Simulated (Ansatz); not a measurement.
SnBi3, space group Fm-3m, a phonon calculation by finite displacements

With Ansatz 0.2.0, Python API.

At the Python prompt:
```pycon
>>> from pathlib import Path
>>> import warnings
>>> import ansatz as az
>>> from ase import Atoms
>>> import numpy as np
>>> warnings.simplefilter('ignore', az.DeckWarning)
>>> atoms = Atoms(
...     ['Sn', 'Bi', 'Bi', 'Bi'],
...     scaled_positions=[
...         (0.0, 0.0, 0.0),
...         (0.25, 0.25, 0.25),
...         (0.75, 0.75, 0.75),
...         (0.5, 0.5, 0.5),
...     ],
...     cell=[
...         (0.0, 3.952493, 3.952493),
...         (3.952493, 0.0, 3.952493),
...         (3.952493, 3.952493, 0.0),
...     ],
...     pbc=True,
... )
>>> xtal = az.Crystal.from_ase(atoms)
>>> # the cell itself: zone-centre modes alone
>>> calc = (
...     xtal.calculation()
...     .functional('lda')
...     .occupations('Marzari-Vanderbilt')
...     .kpoints(6, 6, 6)
...     .phonons('fd', supercell=1)
... )
>>> res = calc.run(threads=1, pin='off', runs_dir='out')
RunWarning: on the 14×14×14 q-mesh 1245 entries of the irreducible table, 1.200e1 modes per cell, the lowest at -45.04 cm⁻¹, stand at or below zero and are read as no rigid motion or as one in doubt: the zero-point energy, F, S and C_V leave that weight out. [...]
>>> folder = Path(res.output_folder) / 'results'
>>> ph = res.phonons
>>> for mode, w in enumerate(ph.gamma_omega_inv_cm, start=1):
...     print(f'Gamma mode {mode:2d}: {w:8.1f} 1/cm  {w / 33.35641:7.3f} THz')
...
Gamma mode  1:    -45.0 1/cm   -1.350 THz
Gamma mode  2:    -45.0 1/cm   -1.350 THz
Gamma mode  3:    -45.0 1/cm   -1.350 THz
Gamma mode  4:    -23.9 1/cm   -0.717 THz
Gamma mode  5:    -23.9 1/cm   -0.717 THz
Gamma mode  6:    -23.9 1/cm   -0.717 THz
Gamma mode  7:     -3.8 1/cm   -0.113 THz
Gamma mode  8:     -3.8 1/cm   -0.113 THz
Gamma mode  9:     -3.8 1/cm   -0.113 THz
Gamma mode 10:      0.0 1/cm    0.000 THz
Gamma mode 11:      0.0 1/cm    0.000 THz
Gamma mode 12:      0.0 1/cm    0.000 THz
>>> print(f'{ph.n_members} displaced supercells, sum-rule residual {ph.asr_residual_pre_ev_ang2:.1e} eV/A^2')
4 displaced supercells, sum-rule residual 9.7e-05 eV/A^2
>>> optical = np.sort(ph.gamma_omega_inv_cm)
>>> print('imaginary modes at Gamma:', int((optical < -10).sum()), '- highest mode', round(float(optical[-1]), 1), '1/cm')
imaginary modes at Gamma: 6 - highest mode 0.0 1/cm
```

Reading the output:
- These settings explore the input space; cutoff and mesh may be short of convergence.
- The cell isn't relaxed first, so the values belong to this volume.
- For a metal this k-point mesh is coarse: on a finer one energies can move by several to tens of meV an atom and pressures by half a GPa or more, differences at one mesh by less.
- Spin-orbit coupling, which matters for elements this heavy, is left out.
- Some modes are imaginary (printed negative) at these settings, from an unstable structure or from unconverged force constants, so sums over modes carry no meaning.
- This cell is a computed structure, which may not be the phase found in nature.
- Warnings are shown shortened and without file and line.
- The structure is taken as given and the supercell is small; imaginary modes can come from an unrelaxed or unstable start. Phonons of metals also depend on mesh and smearing.
- The script silences the warnings on its input, which a real study should read.
- It ran for 39 s on 1 thread of Arm Neoverse V2 (shared host), peak memory 0.5 GiB.
